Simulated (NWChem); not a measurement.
**the pair SiNH2F···GaH3: a chain of runs**

Wanted: a single-point energy (singlet GaSiNH5F, r2SCAN-D3(BJ)/cc-pVDZ), then the energy (singlet SiNH2F, r2SCAN-D3(BJ)/cc-pVDZ), then the energy (singlet GaH3, r2SCAN-D3(BJ)/cc-pVDZ), then a single-point energy (singlet SiNH2F, r2SCAN-D3(BJ)/cc-pVDZ), then the energy (singlet GaH3, r2SCAN-D3(BJ)/cc-pVDZ) of FGaH5NSi and its partners. 

The results are computed with NWChem 7.3.0.

## Step 1: The molecule

GaSiNH5F has 9 atoms, charge 0, and is taken as a singlet. The two molecules were placed rigidly side by side, at 1.3 times their contact distance; the pair isn't optimised.

Bond lengths: N1–Si2 1.702 Å, Si2–F3 1.622 Å, N1–H4 1.010 Å, N1–H5 1.008 Å, Ga6–H7 1.568 Å, Ga6–H8 1.568 Å, Ga6–H9 1.568 Å. Angles: N1–Si2–F3 98.5°, Si2–N1–H4 125.0°, Si2–N1–H5 122.2°, H4–N1–H5 112.8°, H7–Ga6–H8 120.0°, H7–Ga6–H9 120.0°, H8–Ga6–H9 120.0°.

## Step 2: The energy at r2SCAN-D3(BJ)/cc-pVDZ (run 1)

File calc.nw:

```
start calc
title "FGaH5NSi energy"
memory 2200 mb

geometry units angstroms noautosym nocenter noautoz
  N       -0.431280       0.254820      -0.322820
  Si       0.126120      -1.118880       0.513380
  F        1.555420      -0.534080       1.009780
  H        0.075420       1.124320      -0.412620
  H       -1.325680       0.273820      -0.787720
  Ga       0.461240       2.881970      -3.997930
  H       -0.663200       1.815830      -3.755100
  H        0.370990       3.850580      -5.228190
  H        1.677150       2.977690      -3.011950
end

basis spherical bse
  N library cc-pVDZ
  Si library cc-pVDZ
  F library cc-pVDZ
  H library cc-pVDZ
  Ga library cc-pVDZ
end

dft
  xc r2scan
  disp vdw 4
  grid fine
  convergence energy 1e-08
  maxiter 100
  mulliken
  print low
end

task dft energy
```

Run with:

```bash
$ nwchem calc.nw > calc.out
```

Output (excerpt; [...] marks lines left out):

```text
[...]
 d= 0,ls=0.0,diis     1  -2371.7349575725 -2.61D+03  1.22D-02  6.54D-01     6.5
[...]
 d= 0,ls=0.0,diis     8  -2371.8145961940  4.79D-09  4.88D-06  4.16D-07    34.5
         Total DFT energy =    -2371.814596193970
      One electron energy =    -3774.519046647909
           Coulomb energy =     1280.121880594136
    Exchange-Corr. energy =     -115.048479622373
 Nuclear repulsion energy =      237.632387837593
    Dispersion correction =       -0.001338355416
[...]
      Total Density - Mulliken Population Analysis
     ---------------------------------------------
    Atom       Charge   Shell Charges
 -----------   ------   -------------------------------------------------------
    1 N    7     7.27   2.01  0.75  0.64  2.43  1.43  0.01
    2 Si  14    13.63   2.00  2.02  0.88  0.84  6.01  1.05  0.51  0.31
    3 F    9     9.34   2.01  0.89  1.02  3.33  2.09  0.00
    4 H    1     0.88   0.71  0.12  0.06
    5 H    1     0.88   0.71  0.10  0.06
    6 Ga  31    30.76   2.00  2.00  2.01  0.92  0.33  6.00  6.00  1.05  0.41  9.87  0.17
    7 H    1     1.09   0.69  0.39  0.01
    8 H    1     1.08   0.69  0.37  0.01
    9 H    1     1.08   0.69  0.38  0.01
[...]
```

Run time: 35 s. Hardware: 1 thread of AMD EPYC 9R45 (Zen 5), shared host; peak memory 0.13 GiB.

## Step 3: SiNH2F: the energy at r2SCAN-D3(BJ)/cc-pVDZ (run 2)

File fh2nsi.nw:

```
echo
start fh2nsi
title "FH2NSi energy"
memory stack 880 mb heap 220 mb global 1100 mb
charge 0
geometry units atomic noautosym nocenter noautoz
 N  -0.81500108  0.48154001 -0.61004139
 Si  0.23833226 -2.11437677  0.97014760
 F   2.93931781 -1.00926493  1.90820765
 H   0.14252314  2.12465688 -0.77973879
 H  -2.50517213  0.51744481 -1.48857506
end
basis spherical bse
 * library cc-pVDZ
end
dft
 xc r2scan
 disp vdw 4
 grid fine
 convergence energy 1e-08
 maxiter 100
 mulliken
 noprint "final vectors analysis"
end
task dft energy
```

Run with:

```bash
$ nwchem fh2nsi.nw > fh2nsi.out
```

Output (excerpt; [...] marks lines left out):

```text
[...]
          Wavefunction type:  closed shell.
          No. of atoms     :     5
          No. of electrons :    32
[...]
          Charge           :     0
          Spin multiplicity:     1
[...]
          AO basis - number of functions:    56
[...]
              XC Information
              --------------
                      r^2SCAN Method XC Functional
               r^2SCAN metaGGA Exchange Functional  1.000
                     r^2SCAN Correlation Potential  1.000
[...]
 d= 0,ls=0.0,diis     1   -445.1837405546 -5.47D+02  1.97D-02  5.69D-01     1.1
[...]
 d= 0,ls=0.0,diis     8   -445.2467818259  5.27D-09  6.46D-06  2.96D-07     5.7
         Total DFT energy =     -445.246781825875
      One electron energy =     -818.927412305044
           Coulomb energy =      310.900991779094
    Exchange-Corr. energy =      -38.996100575825
 Nuclear repulsion energy =      101.776393536400
    Dispersion correction =       -0.000654260500
[...]
      Total Density - Mulliken Population Analysis
     ---------------------------------------------
    Atom       Charge   Shell Charges
 -----------   ------   -------------------------------------------------------
    1 N    7     7.27   2.01  0.75  0.64  2.43  1.43  0.01
    2 Si  14    13.62   2.00  2.02  0.88  0.84  6.01  1.05  0.51  0.31
    3 F    9     9.34   2.01  0.89  1.02  3.33  2.09  0.00
    4 H    1     0.89   0.71  0.12  0.06
    5 H    1     0.88   0.71  0.11  0.06
[...]
```

Run time: 6.3 s. Hardware: 1 thread of AMD EPYC 9R45 (Zen 5), shared host; peak memory 0.12 GiB.

## Step 4: GaH3: the energy at r2SCAN-D3(BJ)/cc-pVDZ (run 3)

File mymol.nw:

```
start mymol
memory stack 880 mb heap 220 mb global 1100 mb

geometry units angstrom noautosym nocenter noautoz
Ga     0.461240     2.881970    -3.997930
H     -0.663200     1.815830    -3.755100
H      0.370990     3.850580    -5.228190
H      1.677150     2.977690    -3.011950
end

basis spherical bse
Ga library cc-pVDZ
H library cc-pVDZ
end

dft
xc r2scan
disp vdw 4
grid fine
convergence energy 1e-08
iterations 100
mulliken
print low
end

task dft
```

Run with:

```bash
$ nwchem mymol.nw > mymol.out
```

Output (excerpt; [...] marks lines left out):

```text
[...]
 d= 0,ls=0.0,diis     1  -1926.5498900630 -1.96D+03  1.05D-02  8.60D-02     2.5
[...]
 d= 0,ls=0.0,diis     7  -1926.5664355933 -3.66D-10  2.35D-08  7.26D-13     9.9
         Total DFT energy =    -1926.566435593290
      One electron energy =    -2748.028807910663
           Coulomb energy =      865.553920418354
    Exchange-Corr. energy =      -76.053822708240
 Nuclear repulsion energy =       31.962546364458
    Dispersion correction =       -0.000271757198
[...]
      Total Density - Mulliken Population Analysis
     ---------------------------------------------
    Atom       Charge   Shell Charges
 -----------   ------   -------------------------------------------------------
    1 Ga  31    30.75   2.00  2.00  2.01  0.92  0.33  6.00  6.00  1.05  0.40  9.87  0.17
    2 H    1     1.08   0.69  0.38  0.01
    3 H    1     1.08   0.69  0.38  0.01
    4 H    1     1.08   0.69  0.38  0.01
[...]
```

Wall time 11 s (1 thread of AMD EPYC 9R45 (Zen 5), shared host); peak memory 0.12 GiB.

## Step 5: SiNH2F among ghost functions: a single-point energy at r2SCAN-D3(BJ)/cc-pVDZ (with ghost functions) (run 4)

File fh2nsi.nw:

```
start fh2nsi
title "FH2NSi energy"
memory stack 880 mb heap 220 mb global 1100 mb
geometry units au noautosym nocenter noautoz
  N     -0.81500108     0.48154001    -0.61004139
  Si     0.23833226    -2.11437677     0.97014760
  F      2.93931781    -1.00926493     1.90820765
  H      0.14252314     2.12465688    -0.77973879
  H     -2.50517213     0.51744481    -1.48857506
  bqGa     0.871617     5.446134    -7.554993
  bqH     -1.253266     3.431421    -7.096111
  bqH      0.701069     7.276542    -9.879847
  bqH      3.169354     5.627019    -5.691761
end
basis spherical bse
  N library cc-pVDZ
  Si library cc-pVDZ
  F library cc-pVDZ
  H library cc-pVDZ
  bqGa library Ga cc-pVDZ
  bqH library H cc-pVDZ
end
dft
  xc r2scan
  disp vdw 4
  grid fine
  convergence energy 1e-08
  iterations 100
  mulliken
  print low
end
task dft
```

Run with:

```bash
$ nwchem fh2nsi.nw > fh2nsi.out
```

Output (excerpt; [...] marks lines left out):

```text
[...]
 d= 0,ls=0.0,diis     1   -445.1843295018 -5.47D+02  1.13D-02  5.68D-01     4.6
[...]
 d= 0,ls=0.0,diis     8   -445.2472784609  5.01D-09  3.77D-06  2.98D-07    31.3
         Total DFT energy =     -445.247278460902
      One electron energy =     -818.911591088001
           Coulomb energy =      310.883366436532
    Exchange-Corr. energy =      -38.994793085334
 Nuclear repulsion energy =      101.776393536400
    Dispersion correction =       -0.000654260500
[...]
      Total Density - Mulliken Population Analysis
     ---------------------------------------------
    Atom       Charge   Shell Charges
 -----------   ------   -------------------------------------------------------
    1 N    7     7.27   2.01  0.75  0.64  2.43  1.43  0.01
    2 Si  14    13.62   2.00  2.02  0.88  0.84  6.01  1.05  0.51  0.31
    3 F    9     9.34   2.01  0.89  1.02  3.33  2.09  0.00
    4 H    1     0.88   0.71  0.12  0.06
    5 H    1     0.88   0.71  0.10  0.06
    6 X    0     0.01  -0.00 -0.00 -0.00 -0.00  0.00 -0.00 -0.00 -0.00  0.01 -0.00 -0.00
    7 X    0    -0.00  -0.00  0.00 -0.00
    8 X    0    -0.00  -0.00 -0.00 -0.00
    9 X    0    -0.00  -0.00 -0.00 -0.00
[...]
```

Run time: 32 s. Hardware: 1 thread of AMD EPYC 9R45 (Zen 5), shared host; peak memory 0.13 GiB.

## Step 6: GaH3 among ghost functions: a single-point energy at r2SCAN-D3(BJ)/cc-pVDZ (with ghost functions) (run 5)

File struct.nw:

```
start struct
title "GaH3"
memory 2200 mb
geometry units au noautosym nocenter noautoz
  Ga     0.87161728     5.44613400    -7.55499277
  H     -1.25326637     3.43142139    -7.09611057
  H      0.70106949     7.27654162    -9.87984723
  H      3.16935417     5.62701858    -5.69176060
  bqN     -0.815001     0.481540    -0.610041
  bqSi     0.238332    -2.114377     0.970148
  bqF      2.939318    -1.009265     1.908208
  bqH      0.142523     2.124657    -0.779739
  bqH     -2.505172     0.517445    -1.488575
end
basis spherical bse
  Ga library cc-pVDZ
  H library cc-pVDZ
  bqN library N cc-pVDZ
  bqSi library Si cc-pVDZ
  bqF library F cc-pVDZ
  bqH library H cc-pVDZ
end
dft
  xc r2scan
  disp vdw 4
  grid fine
  convergence energy 1e-08
  maxiter 100
  mulliken
  print low
end
task dft energy
```

Run with:

```bash
$ nwchem struct.nw > struct.out
```

Output (excerpt; [...] marks lines left out):

```text
[...]
 d= 0,ls=0.0,diis     1  -1926.5498986679 -1.96D+03  4.52D-03  8.63D-02     5.6
[...]
 d= 0,ls=0.0,diis     7  -1926.5664547988 -3.75D-10  1.07D-08  5.06D-13    27.7
         Total DFT energy =    -1926.566454798825
      One electron energy =    -2748.028265185205
           Coulomb energy =      865.553288823565
    Exchange-Corr. energy =      -76.053750727448
 Nuclear repulsion energy =       31.962544047462
    Dispersion correction =       -0.000271757197
[...]
      Total Density - Mulliken Population Analysis
     ---------------------------------------------
    Atom       Charge   Shell Charges
 -----------   ------   -------------------------------------------------------
    1 Ga  31    30.75   2.00  2.00  2.01  0.92  0.33  6.00  6.00  1.05  0.40  9.87  0.17
    2 H    1     1.08   0.69  0.38  0.01
    3 H    1     1.08   0.69  0.38  0.01
    4 H    1     1.08   0.69  0.38  0.01
    5 X    0    -0.00  -0.00 -0.00  0.00  0.00 -0.00  0.00
    6 X    0     0.00  -0.00 -0.00 -0.00  0.00 -0.00 -0.00  0.00 -0.00
    7 X    0    -0.00   0.00  0.00 -0.00 -0.00  0.00 -0.00
    8 X    0    -0.00   0.00 -0.00 -0.00
    9 X    0     0.00   0.00  0.00  0.00
[...]
```

Wall time 28 s (1 thread of AMD EPYC 9R45 (Zen 5), shared host); peak memory 0.13 GiB.

## Step 7: Outcome

| quantity | value |
| --- | --- |
| run 1, r2SCAN-D3(BJ)/cc-pVDZ: total energy | -2371.81460 Eh |
| run 1, r2SCAN-D3(BJ)/cc-pVDZ: dispersion energy | -3.51 kJ/mol |
| SiNH2F: total energy | -445.24678 Eh |
| SiNH2F: dipole moment | 2.61 D |
| SiNH2F: dispersion energy | -1.72 kJ/mol |
| GaH3: total energy | -1926.56644 Eh |
| GaH3: dispersion energy | -0.71 kJ/mol |
| SiNH2F among ghost functions: total energy | -445.24728 Eh |
| SiNH2F among ghost functions: dispersion energy | -1.72 kJ/mol |
| GaH3 among ghost functions: total energy | -1926.56645 Eh |
| GaH3 among ghost functions: dispersion energy | -0.71 kJ/mol |
| interaction energy of the rigid parts SiNH2F and GaH3 (parts in their own basis; closest atoms 3.41 Å apart) | -0.038 eV |
| interaction energy of the rigid parts SiNH2F and GaH3 (parts in the whole basis, counterpoise; closest atoms 3.41 Å apart) | -0.023 eV |

What this shows: The interaction energy of the rigid parts SiNH2F and GaH3 (parts in their own basis; closest atoms 3.41 Å apart) is −0.04 eV (−3.6 kJ/mol): the parts attract. Without counterpoise this holds the superposition error of the basis. The interaction energy of the rigid parts SiNH2F and GaH3 (parts in the whole basis, counterpoise; closest atoms 3.41 Å apart) is −0.02 eV (−2.3 kJ/mol): the parts attract. The basis-set superposition error is 1.4 kJ/mol. Mulliken charges (run 1, r2SCAN-D3(BJ)/cc-pVDZ) run from -0.34 on F3 to +0.37 on Si2; they depend strongly on the basis. Mulliken charges (GaH3) run from -0.08 on H2 to +0.25 on Ga1; they depend strongly on the basis.
